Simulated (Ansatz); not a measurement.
# CH₈BClSi₂: a ladder of functionals and wavefunction methods

How much do the methods differ for CH₈BClSi₂? The plan is to run it at one geometry with functionals of several rungs and with coupled cluster. The yardstick is the atomisation energy at the CCSD(T) limit.

The runs use Ansatz 0.2.0, Gaussian basis; functionals in def2-TZVPP, the program's frozen cores in correlated methods.

The runs, in order: PBE-D4, r2SCAN-D4, PBE0-D4, B3LYP-D4, ωB97X-V, ωB97M-V, B2PLYP; CCSD(T)/def2-TZVPP; MP2/def2-QZVPP; extrapolation to the limit.

## Step 1: The geometry

The geometry comes from an earlier relaxation with PBE0-D4 in a triple-zeta def2 set; it is a stationary point, not always the lowest conformer.

SMILES `B[SiH2][SiH](C)Cl`, 13 atoms, charge 0, spin multiplicity 1.

Atoms are counted from 1 here; the program's logs count them from 0.

Bond lengths: B1–Si2 2.028 Å, B1–H6 1.195 Å, B1–H7 1.197 Å, Si2–Si3 2.323 Å, Si2–H8 1.490 Å, Si2–H9 1.489 Å, Si3–C4 1.861 Å, Si3–Cl5 2.157 Å, Si3–H10 1.487 Å, C4–H11 1.092 Å, C4–H12 1.094 Å, C4–H13 1.091 Å. Angles: Si2–B1–H6 120.7°, Si2–B1–H7 116.6°, H6–B1–H7 118.0°, B1–Si2–Si3 87.0°, B1–Si2–H8 118.4°, B1–Si2–H9 117.8°, Si3–Si2–H8 112.8°, Si3–Si2–H9 110.5°, H8–Si2–H9 108.7°, Si2–Si3–C4 118.8°, Si2–Si3–Cl5 88.5°, Si2–Si3–H10 122.9°, C4–Si3–Cl5 106.5°, C4–Si3–H10 110.3°, Cl5–Si3–H10 104.4°, Si3–C4–H11 111.1°, Si3–C4–H12 109.4°, Si3–C4–H13 110.7° and more.

As a file:

```
B    -0.08683    1.82089    1.05827
Si   -1.48020    0.82521   -0.02865
Si    0.27931   -0.37933   -0.95036
C     0.80296   -1.96860   -0.13571
Cl    1.62539    1.14772   -0.23624
H     0.04388    3.00364    0.94751
H     0.25578    1.31085    2.08595
H    -2.45565   -0.03925    0.69294
H    -2.20545    1.58127   -1.08673
H     0.53562   -0.44194   -2.41426
H     1.83254   -2.22321   -0.39605
H     0.15152   -2.78052   -0.47207
H     0.72172   -1.89154    0.95000
```

## Step 2: PBE-D4 (GGA)

Input file in.yaml:

```yaml
crystal:
  periodic: [false, false, false]
  atoms:
    - {symbol: B, position_ang: [-0.086831, 1.820895, 1.058271]}
    - {symbol: Si, position_ang: [-1.480196, 0.825208, -0.028652]}
    - {symbol: Si, position_ang: [0.279312, -0.379325, -0.950356]}
    - {symbol: C, position_ang: [0.802963, -1.968595, -0.135710]}
    - {symbol: Cl, position_ang: [1.625386, 1.147719, -0.236243]}
    - {symbol: H, position_ang: [0.043883, 3.003641, 0.947508]}
    - {symbol: H, position_ang: [0.255783, 1.310845, 2.085953]}
    - {symbol: H, position_ang: [-2.455652, -0.039250, 0.692939]}
    - {symbol: H, position_ang: [-2.205445, 1.581275, -1.086728]}
    - {symbol: H, position_ang: [0.535624, -0.441944, -2.414257]}
    - {symbol: H, position_ang: [1.832538, -2.223207, -0.396054]}
    - {symbol: H, position_ang: [0.151516, -2.780517, -0.472071]}
    - {symbol: H, position_ang: [0.721722, -1.891544, 0.950000]}
basis:
  gaussian: {orbitals: def2-TZVPP}
hamiltonian: {xc: pbe, dispersion: d4}
output: {forces: true, orbitals: {seedname: orbitals}}
```

Started as:

```bash
> ansatz run in.yaml --threads 4 --pin off --events-out ev --progress --plain --max-ram 10444MiB
```

Further steps of the session: r2SCAN-D4 (meta-GGA); PBE0-D4 (hybrid); B3LYP-D4 (hybrid); ωB97X-V (range-separated); ωB97M-V (range-separated); B2PLYP (double hybrid); CCSD(T) in def2-TZVPP; MP2 in def2-QZVPP.

**Question.** What will the summary of the whole plan be? Wanted: atomisation energy, CCSD(T)/CBS; farthest; mean size of error, hybrid; mean size of error, range-separated; gap, smallest and largest; T1 diagnostic; triples share of the correlation energy.

The runs gave:

| quantity | value |
| --- | --- |
| atomisation energy, CCSD(T)/CBS | 1019.9 kcal/mol |
| functionals within 5.1 kcal/mol (0.5 %) | PBE0-D4, B3LYP-D4 |
| farthest | B2PLYP (-13.7 kcal/mol) |
| mean size of error, hybrid | 1.6 kcal/mol |
| mean size of error, range-separated | 6.7 kcal/mol |
| gap, smallest and largest | 4.43 eV (PBE-D4), 10.76 eV (ωB97X-V) |
| T1 diagnostic | 0.0118 |
| triples share of the correlation energy | 4.0 % |

**Reading.** PBE-D4 is off by +7.8 kcal/mol. Double hybrids carry the basis error of their MP2 part in triple zeta, and no dispersion term here, so their miss is partly the set-up's. The reference freezes the cores and leaves out relativity and excitations past (T), so misses under about 5.1 kcal/mol can't be ranked. Hartree-Fock recovers 77 % of the binding; the rest is correlation. Orbital gaps span 4.4 to 10.8 eV; exact exchange widens them.
